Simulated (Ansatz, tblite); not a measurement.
# BiMe3 (C₃H₉Bi): one state, many levels

Aim: run the singlet of BiMe3 (C₃H₉Bi) at one geometry on many levels, and compare frontier levels, spin and run time.

The runs use Ansatz 0.2.0, Gaussian basis; as each input shows.

Plan: GFN1-xTB, GFN2-xTB, PBE-D4/def2-TZVP, r2SCAN-D4/def2-TZVP, ωB97X-V/def2-TZVP, B3LYP-D4/def2-TZVP, revPBE-D4/def2-TZVP, PBE-D4/def2-SVP, PBE0-D4/def2-SVP, CCSD(T)/def2-SVP, MP2/def2-TZVP.

2 further runs of the same task are left out: 2 set aside as unsound or not needed.

**1. The structure**

The geometry is that of the singlet, from an earlier relaxation (PBE0-D4/def2-SVP).

13 atoms, charge 0, spin multiplicity 1.

Bond lengths: Bi1–C2 2.274 Å, Bi1–C3 2.273 Å, Bi1–C4 2.273 Å, C2–H5 1.099 Å, C2–H6 1.099 Å, C2–H7 1.099 Å, C3–H8 1.099 Å, C3–H9 1.099 Å, C3–H10 1.099 Å, C4–H11 1.099 Å, C4–H12 1.099 Å, C4–H13 1.099 Å. Angles: C2–Bi1–C3 93.0°, C2–Bi1–C4 92.9°, C3–Bi1–C4 92.7°, Bi1–C2–H5 109.6°, Bi1–C2–H6 109.3°, Bi1–C2–H7 109.4°, H5–C2–H6 109.6°, H5–C2–H7 109.2°, H6–C2–H7 109.6°, Bi1–C3–H8 109.4°, Bi1–C3–H9 109.6°, Bi1–C3–H10 109.4°, H8–C3–H9 109.6°, H8–C3–H10 109.6°, H9–C3–H10 109.2°, Bi1–C4–H11 109.4°, Bi1–C4–H12 109.6°, Bi1–C4–H13 109.4° and more.

Bi takes a core potential in the def2 sets. No spin-orbit coupling is included.

PBE0-D4/def2-TZVP was run before; its log isn't repeated, and its numbers join the tables.

**2. GFN1-xTB**

Tight binding, by tblite at 300 K electronic temperature and without a spin-polarisation term:

```python
tblite.interface.Calculator('GFN1-xTB', numbers, positions, charge=0, uhf=0).singlepoint()
```

Energy -364.4653 eV, HOMO -10.45 eV, LUMO -3.69 eV; 0.004 s.

**3. GFN2-xTB**

Tight binding, by tblite at 300 K electronic temperature and without a spin-polarisation term:

```python
tblite.interface.Calculator('GFN2-xTB', numbers, positions, charge=0, uhf=0).singlepoint()
```

Energy -363.2845 eV, HOMO -10.00 eV, LUMO -3.18 eV; 0.003 s.

**4. PBE-D4/def2-TZVP**

start.molden holds the orbitals of an earlier run on this state, given as this run's starting guess.

Input file in.yaml:

```yaml
crystal:
  periodic: [false, false, false]
  atoms:
    - {symbol: Bi, position_ang: [0.007028, 0.004217, 1.287776]}
    - {symbol: C, position_ang: [1.904755, -0.007630, 0.035478]}
    - {symbol: C, position_ang: [-0.946442, 1.649466, 0.041746]}
    - {symbol: C, position_ang: [-0.956641, -1.641002, 0.049714]}
    - {symbol: H, position_ang: [2.526845, 0.859118, 0.299664]}
    - {symbol: H, position_ang: [1.638412, 0.039830, -1.029636]}
    - {symbol: H, position_ang: [2.468256, -0.930258, 0.234269]}
    - {symbol: H, position_ang: [-0.826160, 1.414864, -1.025122]}
    - {symbol: H, position_ang: [-0.460721, 2.609602, 0.266038]}
    - {symbol: H, position_ang: [-2.015911, 1.720188, 0.285693]}
    - {symbol: H, position_ang: [-2.037243, -1.663205, 0.249985]}
    - {symbol: H, position_ang: [-0.518995, -2.611818, 0.321669]}
    - {symbol: H, position_ang: [-0.783184, -1.443362, -1.017285]}
basis:
  gaussian: {orbitals: def2-TZVP, initial_orbitals: start.molden}
hamiltonian: {xc: pbe, dispersion: d4}
scf: {omitted_lower_state_checks: [starts]}
output: {forces: true, orbitals: {seedname: orbitals}}
```

Run with:

```
$ ansatz run in.yaml --threads 2 --pin off --events-out ev --progress --plain --max-ram 4352MiB
```

Further steps of the session: r2SCAN-D4/def2-TZVP; ωB97X-V/def2-TZVP; B3LYP-D4/def2-TZVP; revPBE-D4/def2-TZVP; PBE-D4/def2-SVP; PBE0-D4/def2-SVP; CCSD(T)/def2-SVP; MP2/def2-TZVP.

**Question.** What will the summary of the whole plan be? Wanted: gap in def2-TZVP, named functionals, smallest and largest; correlation energy, CCSD(T)/def2-SVP; correlation energy, MP2/def2-TZVP; binding an atom, CCSD(T)/def2-SVP; PBE0 total energy, smallest basis above largest.

**Answer**, as computed:

| quantity | value |
| --- | --- |
| gap in def2-TZVP, named functionals, smallest and largest | 5.03 eV (PBE-D4), 10.59 eV (ωB97X-V) |
| correlation energy, CCSD(T)/def2-SVP | -17.67 eV |
| correlation energy, MP2/def2-TZVP | -26.45 eV |
| binding an atom, CCSD(T)/def2-SVP | 3.387 eV |
| PBE0 total energy, smallest basis above largest | 3.92 eV (def2-SVP, def2-TZVP) |

In words: Orbital gaps of the named functionals in def2-TZVP span 5.03 eV (PBE-D4) to 10.59 eV (ωB97X-V); exact exchange widens it. The functionals in def2-TZVP miss CCSD(T)/def2-SVP by +0.188 (revPBE-D4) to +0.260 eV (PBE-D4) an atom. The yardstick is in a double-zeta basis, so levels in larger sets aren't compared like for like. CCSD(T)/def2-SVP isn't at the basis-set limit; small misses against it rank nothing.
